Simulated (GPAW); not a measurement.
Runs of GPAW 26.7.0 on Hf2Pd2Se2Br2O3. Symmetry: P6mm, No. 183, hexagonal system. The conventional cell has a = 5.759 Å, b = 5.759 Å, c = 8.525 Å, α = 90.00°, β = 90.00°, γ = 120.00°. Around Hf (site symmetry 3m) lie 3 O at 1.92 Å. Around Pd (site symmetry 3m) lie 1 Se at 2.33 Å. Around Se (site symmetry 3m) lie 1 Pd at 2.33 Å and 1 Hf at 2.67 Å. Br (site symmetry 6mm) has 6 Pd at 3.33 Å and 6 O at 3.80 Å as nearest neighbours. Br (site symmetry 6mm) is surrounded by 6 O at 3.46 Å and 6 Hf at 3.46 Å and 6 Se at 3.74 Å. O (site symmetry 2mm) has 2 Hf at 1.92 Å as nearest neighbours. The cell was built by a generator and needn't be a form met in nature.

```csv
level,gap on the mesh (eV),pressure (GPa),largest force (eV/Å)
vdW-DF,none,-,0.63
vdW-DF-cx,none,-,0.28
PBE+D3,none,(b),0.32
PBE,none,0.7,(a)
```

Alike in all rows: task single point; potentials or basis GPAW PAW data sets (gpaw-data 1.2.1), pw; no spin polarisation; cell as given; k mesh 3 × 3 × 2; cutoff (eV) 800; smearing fermi-dirac 0.05 eV; the mesh is coarse, so values aren't converged.

**Question.** Fill in the values left out.

**Answer.** (a) 0.34; (b) -0.6.

Caveats: all runs use coarse meshes; the PAW data sets were made with another functional, which shifts forces and pressure a little (some runs); pairwise dispersion overbinds metals, which lowers pressure and volume (some runs).

A k mesh can miss the band edges, and the runs leave out spin-orbit coupling on Br, Hf, Pd, Se.

A gap of «none» marks a metal or a gap under the smearing width.
